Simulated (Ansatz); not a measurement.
# GdIn: the easy axis

Which direction do the moments of GdIn prefer among 001, 100, 110, and by how much? Methods of the runs shown: PAW and LAPW. Its runs: collinear moments without spin-orbit coupling (PAW and LAPW); spin-orbit coupling, moments along 001 (LAPW); spin-orbit coupling, moments along 100 (LAPW).

Method: DFT LDA, with the methods named in each step, in Ansatz 0.2.0.

3 further runs of the same task are left out: 3 set aside as unsound or not needed.

## (1) The starting structure

The structure is tetragonal, space group P4/mmm (No. 123). Conventional cell: a = 3.830 Å, b = 3.830 Å, c = 3.640 Å, α = 90.00°, β = 90.00°, γ = 90.00°. Gd (site symmetry 4/mmm) has 8 In at 3.26 Å and 2 Gd at 3.64 Å as nearest neighbours. In (site symmetry 4/mmm) has 8 Gd at 3.26 Å and 2 In at 3.64 Å as nearest neighbours.

As a file:

```cif
data_structure
_symmetry_space_group_name_H-M 'P4/mmm'
_symmetry_Int_Tables_number 123
_cell_length_a 3.8300
_cell_length_b 3.8300
_cell_length_c 3.6400
_cell_angle_alpha 90.000
_cell_angle_beta 90.000
_cell_angle_gamma 90.000
_cell_volume 53.39
loop_
_atom_site_label
_atom_site_type_symbol
_atom_site_symmetry_multiplicity
_atom_site_Wyckoff_symbol
_atom_site_fract_x
_atom_site_fract_y
_atom_site_fract_z
_atom_site_occupancy
Gd1 Gd 1 a 0.00000 0.00000 0.00000 1
In1 In 1 d 0.50000 0.50000 0.50000 1
```

The file gives the conventional cell by its symmetry; the runs use the cell typed in the input.

Atoms are numbered in the order of the input: Gd1, In2.

## (2) Collinear moments without spin-orbit coupling, PAW

input.yaml reads:

```yaml
crystal:
  lattice:
    - [3.83, 0.0, 0.0]
    - [0.0, 3.83, 0.0]
    - [0.0, 0.0, 3.64]
  atoms:
    - { symbol: Gd, position: [0.0, 0.0, 0.0], spin: 7.0 }
    - { symbol: In, position: [0.5, 0.5, 0.5] }
magnetization:
  spin_polarized: true
kpoints:
  mp_grid: { grid: [6, 6, 6] }
scf:
  occupations: { method: fermi_dirac, width: 0.025 }
hamiltonian:
  xc: lda
  pseudopotentials: { kind: paw }
output:
  forces: true
  stress: true
  eigenvalues: true
```

Started as:

```
$ ansatz run input.yaml --threads 4 --pin off --max-ram 8192MiB --backend cpu --events-out ev --progress --plain --runs-dir out
```

## (3) Collinear moments without spin-orbit coupling, LAPW

input.yaml, as its differences from that of step 2:

```diff
@@ -14,8 +14,11 @@
   occupations: { method: fermi_dirac, width: 0.025 }
+  convergence: { dr2_threshold: 1.0e-09 }
 hamiltonian:
   xc: lda
-  pseudopotentials: { kind: paw }
+  pseudopotentials: { kind: all_electron, lapw: { basis_error: 0.00025 } }
 output:
-  forces: true
-  stress: true
-  eigenvalues: true
+  eigenvalues: false
+checkpoint:
+  write: state
+  compress: false
+  write_every: 100000
```

## (4) Spin-orbit coupling, moments along 001, LAPW

input.yaml reads:

```yaml
crystal:
  lattice:
    - [3.83, 0.0, 0.0]
    - [0.0, 3.83, 0.0]
    - [0.0, 0.0, 3.64]
  atoms:
    - { symbol: Gd, position: [0.0, 0.0, 0.0], spin: 7.0, spin_axis: [0.0, 0.0, 1.0] }
    - { symbol: In, position: [0.5, 0.5, 0.5] }
magnetization:
  noncollinear: true
  spin_orbit: true
kpoints:
  mp_grid: { grid: [6, 6, 6] }
scf:
  occupations: { method: fermi_dirac, width: 0.025 }
  convergence: { dr2_threshold: 1.0e-08 }
  max_iter: 60
hamiltonian:
  xc: lda
  pseudopotentials: { kind: all_electron, lapw: { basis_error: 0.00025 } }
output:
  eigenvalues: false
  hubbard: { sites: [{ species: Gd, l: f }] }
checkpoint:
  write: state
  compress: false
  write_every: 100000
  read: start
```

## (5) Spin-orbit coupling, moments along 100, LAPW

input.yaml, as its differences from that of step 4:

```diff
@@ -6,3 +6,3 @@
   atoms:
-    - { symbol: Gd, position: [0.0, 0.0, 0.0], spin: 7.0, spin_axis: [0.0, 0.0, 1.0] }
+    - { symbol: Gd, position: [0.0, 0.0, 0.0], spin: 7.0, spin_axis: [1.0, 0.0, 0.0] }
     - { symbol: In, position: [0.5, 0.5, 0.5] }
```

(Steps that only read results are left out.)

Q: Predict the outcome of this session. Wanted: easy direction.

As calculated:

```
                                     quantity                                       value
easy direction (LAPW, self-consistent, 6×6×6)  100, hardest of 2 run 0.11 meV/cell higher
```

By LAPW, self-consistent, among 001 and 100, the easy direction is 100, and the hardest costs 0.11 meV a cell more; mesh and smearing weren't converged for energies this small. Shape anisotropy and temperature are left out. No U acts on the open f shell, so these are results of the method and may differ from the real material's.
